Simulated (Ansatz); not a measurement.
Task: a single point from a YAML input of Li₃Y, space group P6_3/mmc, with Ansatz's Python interface. Give the script and its output. Level of theory: LDA, PAW, the default cutoff (420 eV here), 4×4×5 k-points, Gaussian smearing of 0.05 eV.

```cif
data_structure
_symmetry_space_group_name_H-M 'P 1'
_symmetry_Int_Tables_number 1
_cell_length_a 6.5681
_cell_length_b 6.5681
_cell_length_c 4.9928
_cell_angle_alpha 90.000
_cell_angle_beta 90.000
_cell_angle_gamma 120.000
_cell_volume 186.53
loop_
_atom_site_label
_atom_site_type_symbol
_atom_site_fract_x
_atom_site_fract_y
_atom_site_fract_z
_atom_site_occupancy
Li1 Li 0.29954 0.14977 0.75000 1
Li2 Li 0.85023 0.14977 0.75000 1
Li3 Li 0.85023 0.70046 0.75000 1
Li4 Li 0.70046 0.85023 0.25000 1
Li5 Li 0.14977 0.85023 0.25000 1
Li6 Li 0.14977 0.29954 0.25000 1
Y1 Y 0.66667 0.33333 0.25000 1
Y2 Y 0.33333 0.66667 0.75000 1
```

`li3y_yaml_run.py`:
```python
import ansatz
import numpy as np

INPUT = """
crystal:
  lattice:
    - [6.568094, 0.0, 0.0]
    - [-3.284047, 5.688136, 0.0]
    - [0.0, 0.0, 4.992786]
  atoms:
    - { symbol: Li, position: [0.299538, 0.149769, 0.75] }
    - { symbol: Li, position: [0.850231, 0.149769, 0.75] }
    - { symbol: Li, position: [0.850231, 0.700462, 0.75] }
    - { symbol: Li, position: [0.700462, 0.850231, 0.25] }
    - { symbol: Li, position: [0.149769, 0.850231, 0.25] }
    - { symbol: Li, position: [0.149769, 0.299538, 0.25] }
    - { symbol: "Y", position: [0.666667, 0.333333, 0.25] }
    - { symbol: "Y", position: [0.333333, 0.666667, 0.75] }
kpoints:
  mp_grid: { grid: [4, 4, 5] }
hamiltonian:
  xc: lda
scf:
  occupations: { method: gaussian, width: 0.05 }
output:
  forces: true
  stress: true
  eigenvalues: true
"""

result = ansatz.Session.from_yaml(INPUT).plan(threads=1).execute()
rep = result.report

for key in ("converged", "n_iterations", "n_electrons", "n_kpoints", "n_pw", "n_symmetry_ops", "free_energy_ev", "fermi_energy_ev"):
    print(f"{key:18s} {rep[key]}")

sigma = rep["stress_gpa"]
voigt = [sigma[0][0], sigma[1][1], sigma[2][2], sigma[1][2], sigma[0][2], sigma[0][1]]
print("stress xx yy zz yz xz xy (GPa, compression positive):", " ".join(f"{s:.3f}" for s in voigt))
print("P =", round(10 * float(np.mean(voigt[:3])), 2), "kbar")

fermi = rep["fermi_energy_ev"]
print("levels less the Fermi level (eV) at the first k-points (first spin channel where there are two)")
for k, levels in list(zip(rep["kpoints_frac"], rep["eigenvalues_ev"]))[:3]:
    print("k = ({:.3f}, {:.3f}, {:.3f})".format(*k))
    print("   ", " ".join(f"{e - fermi:.3f}" for e in levels))

forces = np.array(rep["forces_ev_ang"])
norms = np.linalg.norm(forces, axis=1)
print("largest force {:.4f} eV/A on atom {}".format(norms.max(), norms.argmax()))
print(np.array2string(forces, precision=4, suppress_small=True))
```

`python li3y_yaml_run.py` gives:
```text
DeckWarning: the atoms were moved onto the symmetric positions of the space group found under crystal.symmetry.tolerance 1.0e-5 (fractional; no operation is sought that the atoms, as they stand in a [...]
DeckWarning: basis.ecutwfc = 420 eV, auto-derived from the records' recommended cutoffs: set by Li (normal level)
converged          True
n_iterations       6
n_electrons        40.0
n_kpoints          12
n_pw               3629
n_symmetry_ops     24
free_energy_ev     -8699.237155475923
fermi_energy_ev    3.731497905573525
stress xx yy zz yz xz xy (GPa, compression positive): -1.518 -1.518 -1.377 0.000 0.000 0.000
P = -14.71 kbar
levels less the Fermi level (eV) at the first k-points (first spin channel where there are two)
k = (0.000, 0.000, 0.000)
    -45.067 -45.054 -45.054 -45.050 -45.046 -45.046 -43.344 -43.342 -23.347 -23.347 -23.326 -23.326 -23.317 -23.299 -3.890 -0.688 -0.586 -0.387 -0.387 -0.176 -0.176 0.515 0.901 0.901 1.482 1.547 1.547 1.930
k = (0.000, 0.000, 0.200)
    -45.065 -45.053 -45.053 -45.052 -45.047 -45.047 -43.344 -43.343 -23.345 -23.345 -23.328 -23.328 -23.317 -23.303 -3.663 -0.815 -0.417 -0.304 -0.304 -0.186 -0.186 -0.039 0.690 0.690 1.226 1.226 2.166 2.166
k = (0.000, 0.000, 0.400)
    -45.061 -45.056 -45.051 -45.051 -45.049 -45.049 -43.344 -43.343 -23.339 -23.339 -23.333 -23.333 -23.317 -23.312 -3.014 -2.016 -0.156 -0.156 -0.135 -0.135 0.346 0.438 0.438 0.691 0.701 0.701 2.220 2.324
largest force 0.0649 eV/A on atom 1
[[ 0.0562  0.0325  0.    ]
 [-0.0562  0.0325  0.    ]
 [ 0.     -0.0649  0.    ]
 [-0.0562 -0.0325  0.    ]
 [ 0.0562 -0.0325  0.    ]
 [-0.      0.0649  0.    ]
 [ 0.     -0.      0.    ]
 [ 0.      0.      0.    ]]
```
(Warnings from the package without file and line, shortened.)

Total energies depend on the potentials; only differences at equal settings carry meaning. A total without «per atom» is that of the cell as typed. The computed bands are complete only to about 1.9 eV above the Fermi level. The mesh is modest for a metal, so energies can be off by several to tens of meV an atom and pressures by half a GPa or more; differences at equal mesh fare better. An absolute Fermi energy rests on an arbitrary zero of the periodic potential and has no direct meaning. The structure comes from a database of computed cells and needn't be a stable or known phase. Levels are Kohn-Sham eigenvalues on this mesh, without spin-orbit coupling. Hardware and time: 3.4 s on 1 thread of Arm Neoverse V1, on a shared host, peak memory 0.43 GiB.
